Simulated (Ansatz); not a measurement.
# BiIr (zincblende): equation of state

The task here is to estimate one member of a computed series from the others.

Method: DFT r²SCAN, scalar-relativistic, plane waves, PAW, in Ansatz 0.2.0.

1 further run of the same task is left out (it didn't finish). Runs told in other sessions of the task aren't counted.

## The structure to begin with

It takes space group F-43m (No. 216, cubic). Conventional cell: a = 6.076 Å, b = 6.076 Å, c = 6.076 Å, α = 90.00°, β = 90.00°, γ = 90.00°. Ir (site symmetry -43m) is surrounded by 4 Bi at 2.63 Å. Bi (site symmetry -43m) has 4 Ir at 2.63 Å in its first shell of neighbours.

Structure file:

```cif
data_structure
_symmetry_space_group_name_H-M 'F-43m'
_symmetry_Int_Tables_number 216
_cell_length_a 6.0761
_cell_length_b 6.0761
_cell_length_c 6.0761
_cell_angle_alpha 90.000
_cell_angle_beta 90.000
_cell_angle_gamma 90.000
_cell_volume 224.32
loop_
_atom_site_label
_atom_site_type_symbol
_atom_site_symmetry_multiplicity
_atom_site_Wyckoff_symbol
_atom_site_fract_x
_atom_site_fract_y
_atom_site_fract_z
_atom_site_occupancy
Ir1 Ir 4 a 0.00000 0.00000 0.00000 1
Bi1 Bi 4 d 0.25000 0.25000 0.75000 1
```

This cell comes from an earlier session at r²SCAN: 28.040 Å³/atom at 0.00 GPa, on a 10×10×10 mesh.

Volume factors to run: 0.980, 1.020, 0.960, 1.040, 1.070.

Set-up of the first run:

The input, input.yaml:

```yaml
crystal:
  lattice:
    - [0.0, 3.0176472461, 3.0176472461]
    - [3.0176472461, 0.0, 3.0176472461]
    - [3.0176472461, 3.0176472461, 0.0]
  atoms:
    - { symbol: Ir, position: [0.0, 0.0, 0.0] }
    - { symbol: Bi, position: [0.25, 0.25, 0.25] }
basis:
  ecutwfc: 500
  ecutrho_ratio: 4
kpoints:
  mp_grid: { grid: [10, 10, 10] }
hamiltonian:
  xc: r2scan
scf:
  occupations: { method: gaussian, width: 0.05 }
output:
  forces: true
  stress: true
  eigenvalues: true
```

Run with:

```bash
$ ansatz run input.yaml --threads 2 --pin off --max-ram 2662MiB --backend cpu --events-out ev --progress --plain --runs-dir out
```

Among the steps run: Scaling the volume by 0.980; Volume × 1.020; At 0.960 of the relaxed volume; Scaling the volume by 1.040; Volume × 1.070.

One of the session's tables, all rows but one given; the rest of the session is left out.

It belongs to the step «Energy and pressure against volume». 

```
volume (Å³/atom)  energy (meV/atom)  pressure (GPa)
          26.918              14.58            4.31
          27.479               3.54            2.03
          28.040               0.00            0.00
          28.601               3.14           -1.80
          29.162                  ?               ?
          30.003              35.68           -5.47
```

Q: Estimate the row for volume (Å³/atom) = 29.162 from the others.

Worked estimate for «energy (meV/atom)». A straight line through the neighbours (28.601, 3.14) and (30.003, 35.68) gives 3.14 + (35.68 − 3.14) × (29.162 − 28.601) / (30.003 − 28.601) = 16.16; a parabola fitted to 3 rows on both sides gives 11.93.

The run gave: energy (meV/atom): 12.24; pressure (GPa): -3.40. In «energy (meV/atom)» the line misses by +3.92 and the parabola by -0.31.
